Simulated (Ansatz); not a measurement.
# Zn12Au: the cost of one run

All numbers below are computed with Ansatz 0.2.0 (DFT PBE+D3(BJ), plane waves, PAW, scalar-relativistic, no spin polarisation).

## 1. The structure to begin with

The cell holds 13 atoms (AuZn12): a = 5.320 Å, b = 5.320 Å, c = 16.937 Å, α = 90.00°, β = 90.00°, γ = 60.00°.

Structure file:

```
Zn Au
1.0
     5.32000    0.00000    0.00000
     2.66000    4.60726    0.00000
     0.00000    0.00000   16.93696
Zn Au
12 1
Direct
  0.00000 0.00000 0.05904
  0.50000 0.00000 0.05904
  0.00000 0.50000 0.05904
  0.50000 0.50000 0.05904
  0.83333 0.33333 0.20479
  0.33333 0.33333 0.20479
  0.83333 0.83333 0.20479
  0.33333 0.83333 0.20479
  0.00000 0.00000 0.35053
  0.50000 0.00000 0.35053
  0.00000 0.50000 0.35053
  0.50000 0.50000 0.35053
  0.67859 0.65092 0.47925
```

## 2. End point A

input.yaml

```yaml
crystal:
  lattice:
    - [5.32, 0.0, 0.0]
    - [2.66, 4.607255, 0.0]
    - [0.0, 0.0, 16.93696]
  atoms:
    - { symbol: Zn, position: [0.0, 0.0, 0.0590425] }
    - { symbol: Zn, position: [0.5, 0.0, 0.0590425] }
    - { symbol: Zn, position: [0.0, 0.5, 0.0590425] }
    - { symbol: Zn, position: [0.5, 0.5, 0.0590425] }
    - { symbol: Zn, position: [-0.1666667, 0.3333333, 0.2047876] }
    - { symbol: Zn, position: [0.3333333, 0.3333333, 0.2047876] }
    - { symbol: Zn, position: [-0.1666667, 0.8333333, 0.2047876] }
    - { symbol: Zn, position: [0.3333333, 0.8333333, 0.2047876] }
    - { symbol: Zn, position: [0.0, 0.0, 0.3505328] }
    - { symbol: Zn, position: [0.5, 0.0, 0.3505328] }
    - { symbol: Zn, position: [0.0, 0.5, 0.3505328] }
    - { symbol: Zn, position: [0.5, 0.5, 0.3505328] }
    - { symbol: Au, position: [0.6785867, 0.6509222, 0.4792454] }
basis:
  ecutwfc: 420.0
kpoints:
  mp_grid: { grid: [5, 5, 1] }
hamiltonian:
  xc: pbe
  dispersion: d3bj
scf:
  occupations: { method: gaussian, width: 0.1 }
  lower_state_search: "off"
relax:
  f_tol: 0.03
  max_steps: 60
  adjacent_minimum: "off"
  constraints: [{ sites: [0, 1, 2, 3] }]
```

Command:

```console
$ ansatz run input.yaml --threads 4 --pin off --max-ram 10240MiB --backend cpu --events-out ev --progress --plain --runs-dir out
```

What time and memory should one allow on 4 threads of Intel Xeon 6975P-C (Granite Rapids), shared host?

About 26 s, with a peak of 1.3 GiB.
